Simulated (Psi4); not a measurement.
# AlF3 (SMILES [F][Al]([F])[F]): a first try and a second

Wanted: a single-point energy of AlF3, CCSD(T)/cc-pV(D+d)Z (DKH3).

Program for the calculation: Psi4 1.11.

1 further run of the same task is left out (set aside as unsound or not needed).

## (1) The structure to begin with

AlF3 has 4 atoms, charge 0, and is taken as a singlet. SMILES: `[F][Al]([F])[F]`. The shape comes from GFN2-xTB, which is rough for such elements, and wasn't checked as a minimum.

Bond lengths: Al1–F2 1.631 Å, Al1–F3 1.631 Å, Al1–F4 1.631 Å. Angles: F2–Al1–F3 120.0°, F2–Al1–F4 120.0°, F3–Al1–F4 120.0°.

## (2) First attempt

job.dat

```
memory 1600 mb

molecule system {
  Al    -0.000200    -0.000290    -0.001260
  F      1.630840    -0.027090     0.013490
  F     -0.791540     1.425990    -0.016640
  F     -0.839100    -1.398610     0.004400
  symmetry d2h
  no_reorient
  no_com
}

set globals {
  basis        cc-pV(D+d)Z
  scf_type     pk
  freeze_core  true
  relativistic dkh
  dkh_order    3
}

result = energy('ccsd(t)')
```

Command:

```
psi4 job.dat job.out -n 1
```

job.out:

```text
Psi4 1.11 release

RuntimeError:
Fatal Error: User specified point group (D2h) is not a subgroup of the highest detected point group (C1). If this is because the symmetry increased, try to start the calculation again from the last geometry, after checking any symmetry-dependent input, such as DOCC.

Printing out the relevant lines from the Psithon --> Python processed input file:
    from psi4.driver.wrapper_database import database, db, DB_RGT, DB_RXN
    from psi4.driver.wrapper_autofrag import auto_fragments
    psi4_io = core.IOManager.shared_object()
    core.set_memory_bytes(1600000000)

--> system = geometry("""
      Al    -0.000200    -0.000290    -0.001260
      F      1.630840    -0.027090     0.013490
      F     -0.791540     1.425990    -0.016640
      F     -0.839100    -1.398610     0.004400
      symmetry d2h

!----------------------------------------------------------------------------------!
!                                                                                  !
! Fatal Error: User specified point group (D2h) is not a subgroup of the highest   !
!     detected point group (C1). If this is because the symmetry increased, try to !
!     start the calculation again from the last geometry, after checking any       !
!     symmetry-dependent input, such as DOCC.                                      !
!                                                                                  !
!----------------------------------------------------------------------------------!

    Psi4 run time: 0:00:00.00
```

It took 0.7 s on 1 thread of Intel Xeon 6975P-C (Granite Rapids), shared host; peak memory 0.13 GiB.

## (3) What went wrong

The program refused the input.

The telling line is `Fatal Error: User specified point group`. The fault: the symmetry typed doesn't match the structure or state. To mend it: symmetry c1 in place of d2h.

## (4) Try two

input.inp

```
memory 1600 mb

molecule {
  0 1
  Al    -0.000200    -0.000290    -0.001260
  F      1.630840    -0.027090     0.013490
  F     -0.791540     1.425990    -0.016640
  F     -0.839100    -1.398610     0.004400
  symmetry c1
  no_reorient
  no_com
}

set {
  basis cc-pV(D+d)Z
  scf_type pk
  freeze_core true
  relativistic dkh
  dkh_order 3
}

result = energy("ccsd(t)")
```

Command:

```
psi4 -n 1 input.inp input.out
```

input.out:

```text
[...]
  Running in c1 symmetry.
[...]
  Nuclear repulsion =  159.395255335653587
[...]
  Multiplicity = 1
[...]
  Nalpha       = 20
  Nbeta        = 20
[...]
    Number of basis functions: 65
[...]
   @RHF iter   1:  -540.97405949220251   -1.35915e+00   9.06043e-03 ADIIS/DIIS
[...]
   @RHF iter  10:  -541.09678359141014   -1.25056e-12   2.73108e-09 DIIS
[...]
    Orbital Energies [Eh]
    ---------------------
    Doubly Occupied:
       1A    -58.719804     2A    -26.326030     3A    -26.325898
       4A    -26.325871     5A     -5.013967     6A     -3.315496
       7A     -3.314145     8A     -3.314131     9A     -1.592251
      10A     -1.579232    11A     -1.579067    12A     -0.737690
      13A     -0.691817    14A     -0.691734    15A     -0.669286
      16A     -0.658795    17A     -0.658749    18A     -0.649442
      19A     -0.649296    20A     -0.632553
[...]
  @RHF Final Energy:  -541.09678359141014
   => Energetics <=
    Nuclear Repulsion Energy =            159.3952553356535873
    One-Electron Energy =               -1074.0935696317828842
    Two-Electron Energy =                 373.6015307047191527
    Total Energy =                       -541.0967835914101443
[...]
 Multipole Moments:
 ------------------------------------------------------------------------------------
     Multipole            Electronic (a.u.)      Nuclear  (a.u.)        Total (a.u.)
 ------------------------------------------------------------------------------------
 L = 1.  Multiply by 2.5417464519 to convert [e a0] to [Debye]
 Dipole X            :          0.0004702           -0.0015118           -0.0010415
 Dipole Y            :          0.0006980           -0.0021921           -0.0014941
 Dipole Z            :          0.0036629           -0.0096943           -0.0060314
 Magnitude           :                                                    0.0063004
[...]
      * MP2 total energy                      = -541.720102037127162
[...]
      * CCSD total energy                     = -541.722711975776519
[...]
      * CCSD(T) total energy                  = -541.731598151335675
[...]
```

Run time: 8.1 s. Hardware: 1 thread of Intel Xeon 6975P-C (Granite Rapids), shared host; peak memory 0.31 GiB.

## (5) Summary of results

At CCSD(T)/cc-pV(D+d)Z (DKH3):

| quantity | value |
| --- | --- |
| total energy | -541.73160 Eh |
| HOMO energy (Hartree–Fock orbitals) | -17.21 eV |
| LUMO energy (Hartree–Fock orbitals) | 1.55 eV |
| HOMO–LUMO gap (Hartree–Fock orbitals) | 18.76 eV |
| correlation energy (8 core orbitals frozen) | -634.8 mEh |
| (T) correction | -8.89 mEh |
| T1 diagnostic | 0.014 |

What this shows: The triples make up 1.4 % of the correlation energy.
